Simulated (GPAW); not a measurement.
Set up this calculation in GPAW 26.7.0, as an ASE script.

- Task: single point
- Functional: PBE
- Potentials or basis: GPAW PAW data sets (gpaw-data 1.2.1)
- Cutoff: 800 eV
- Basis: pw
- k mesh: 9 × 9 × 6
- Occupations: gaussian, width 0.1 eV
- Spin: collinear spin, ferromagnetic start
- Starting moments: [0.0, 2.0, 0.0, 0.0] μB
- Maxiter: 150

The system is TaVN2.

```
Ta V N
1.0
     3.04987    0.00000    0.00000
     0.00000    3.04987    0.00000
     0.00000    0.00000    4.29606
Ta V N
1 1 2
Direct
  0.00000 0.00000 0.00000
  0.50000 0.50000 0.50000
  0.50000 0.50000 0.00000
  0.00000 0.00000 0.50000
```

The cell comes from a database or a generator and needn't be the stable form of this composition.

These files were run (other wordings do the same):

run.py

```python
from ase import Atoms
from ase.dft.bandgap import bandgap
from ase.io import write
from ase.units import GPa
from gpaw import GPAW, PW

atoms = Atoms(['Ta', 'V', 'N', 'N'],
              cell=[[3.049867, 0.0, 0.0],
                    [0.0, 3.049867, 0.0],
                    [0.0, 0.0, 4.296062]],
              scaled_positions=[[0.0, 0.0, 0.0],
                                [0.5, 0.5, 0.5],
                                [0.5, 0.5, 0.0],
                                [0.0, 0.0, 0.5]],
              pbc=True)
atoms.set_initial_magnetic_moments([0.0, 2.0, 0.0, 0.0])

calc = GPAW(mode=PW(800),
            xc='PBE',
            kpts={'size': (9, 9, 6), 'gamma': True},
            occupations={'name': 'methfessel-paxton', 'order': 0, 'width': 0.1},
            nbands=34,
            convergence={'density': 1e-05, 'energy': 1e-05},
            maxiter=150,
            txt='gpaw.txt')
atoms.calc = calc
energy = atoms.get_potential_energy()
forces = atoms.get_forces()
stress = atoms.get_stress()
calc.write('gs.gpw')
write('result.traj', atoms)
print(f'Energy: {energy:.6f} eV')
print('Forces (eV/A):')
print(forces.round(4))
print('Stress (GPa):', (stress / GPa).round(3))
print('Moments:', calc.get_magnetic_moments().round(3))
print('Fermi level:', round(calc.get_fermi_level(), 4), 'eV')
print(f'Gap: {bandgap(calc)[0]:.4f} eV, direct: {bandgap(calc, direct=True)[0]:.4f} eV')
```

Potentials or basis: GPAW PAW data sets (gpaw-data 1.2.1), pw.

Run with:

```console
$ OMP_NUM_THREADS=1 python run.py
```

It gave:

* Pressure: 0.0 GPa
* Band gap on the k mesh: none (metal or under the smearing width)
* Net moment: 1.14 μB per cell
* Site moments: Ta -0.06; V +1.06; N +0.01 μB

It took 3.4 min on 1 thread of Intel(R) Xeon(R) Platinum 8259CL CPU @ 2.50GHz (Skylake/Cascade Lake), with other jobs on the host, peak memory 0.33 GiB.
